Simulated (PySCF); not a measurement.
# How the numerical set-up moves the result for CrH3 (quartet)

The method stays; parts of the set-up, such as the basis or the Hamiltonian, are changed.

The runs use PySCF 2.14.0; method and basis as typed in the scripts.

3 further runs of the same task are left out: 3 that didn't finish.

**1. The system as given**

CrH3 (quartet): 4 atoms, charge 0, spin multiplicity 4.

Bond lengths: Cr1–H2 1.664 Å, Cr1–H3 1.664 Å, Cr1–H4 1.664 Å. Angles: H2–Cr1–H3 106.8°, H2–Cr1–H4 106.8°, H3–Cr1–H4 106.8°.

Coordinates:

```xyz
4
charge 0, multiplicity 4
Cr    0.0000    0.0000   -0.0343
H     1.5432    0.0000    0.5893
H    -0.7716    1.3364    0.5893
H    -0.7716   -1.3364    0.5893
```

**2. Base script**

input.py reads:

```python
from pyscf import gto, scf

mol = gto.M(
    atom='Cr 0 0 -0.0343; H 1.5432 0 0.5893; H -0.7716 1.3364 0.5893; H -0.7716 -1.3364 0.5893',
    basis='6-31g',
    charge=0,
    spin=3,
    symmetry=True,
    verbose=4,
)
mf = scf.ROHF(mol)
mf.kernel()
mf.analyze()
print('orbital energies (hartree):', mf.mo_energy[..., max(0, mol.nelec[1]-3):mol.nelec[0]+3].round(4))
```

On the command line:

```bash
$ OMP_NUM_THREADS=1 python input.py
```

Its log is not repeated here.

In short: E(SCF) = -1044.793028 Eh, 14 cycles, μ = 4.54 D.

No search for the lowest state was made; open d or f shells can end in a higher solution. The quartet is typed in the script; nothing here shows that it is the ground state.

**3. Def2-tzvp**

Run 1 changes basis set: 6-31g → def2-tzvp.

input.py reads:

```python
from pyscf import gto, scf

mol = gto.M(
    atom='Cr 0 0 -0.0343; H 1.5432 0 0.5893; H -0.7716 1.3364 0.5893; H -0.7716 -1.3364 0.5893',
    basis='def2-tzvp',
    charge=0,
    spin=3,
    symmetry=True,
    verbose=4,
)
mf = scf.ROHF(mol)
mf.kernel()
mf.analyze()
print('orbital energies (hartree):', mf.mo_energy[..., max(0, mol.nelec[1]-3):mol.nelec[0]+3].round(4))
```

On the command line:

```bash
$ OMP_NUM_THREADS=1 python input.py
```

**4. Spin-free X2C on**

Run 2 changes spin-free X2C: off → on.

Changes to input.py since step 2:

```diff
@@ -11,2 +11,3 @@
 mf = scf.ROHF(mol)
+mf = mf.sfx2c1e()
 mf.kernel()
```

**5. X2c-svpall (X2C on)**

Run 3 changes basis set: 6-31g → x2c-svpall; spin-free X2C: off → on.

Changes to input.py since step 2:

```diff
@@ -4,3 +4,3 @@
     atom='Cr 0 0 -0.0343; H 1.5432 0 0.5893; H -0.7716 1.3364 0.5893; H -0.7716 -1.3364 0.5893',
-    basis='6-31g',
+    basis='x2c-svpall',
     charge=0,
@@ -11,2 +11,3 @@
 mf = scf.ROHF(mol)
+mf = mf.sfx2c1e()
 mf.kernel()
```

**Question.** What will these runs give? Wanted: for each run, E(SCF); from base; SCF dipole.

As calculated:

| run | E(SCF) (hartree) | from base (eV) | cycles | SCF dipole (D) | functions |
| --- | --- | --- | --- | --- | --- |
| base | -1044.793028 | 0 | 14 | 4.54 | 33 |
| def2-tzvp | -1044.911670 | -3.2284 | 14 | 4.14 | 63 |
| spin-free X2C on | -1050.092511 | -144.2063 | 14 | 4.52 | 33 |
| x2c-svpall (X2C on) | -1051.061246 | not comparable | 13 | 4.08 | 51 |

**Reading.** The largest comparable shift of the SCF energy, -144.206 eV, comes with the run “spin-free X2C on”. def2-tzvp (63 functions) gives an energy 3.23 eV lower than 6-31g (33). Scalar relativity lowers the total energy by 144.21 eV, nearly all of it in the inner shells; a basis contracted without relativity catches only part of it.
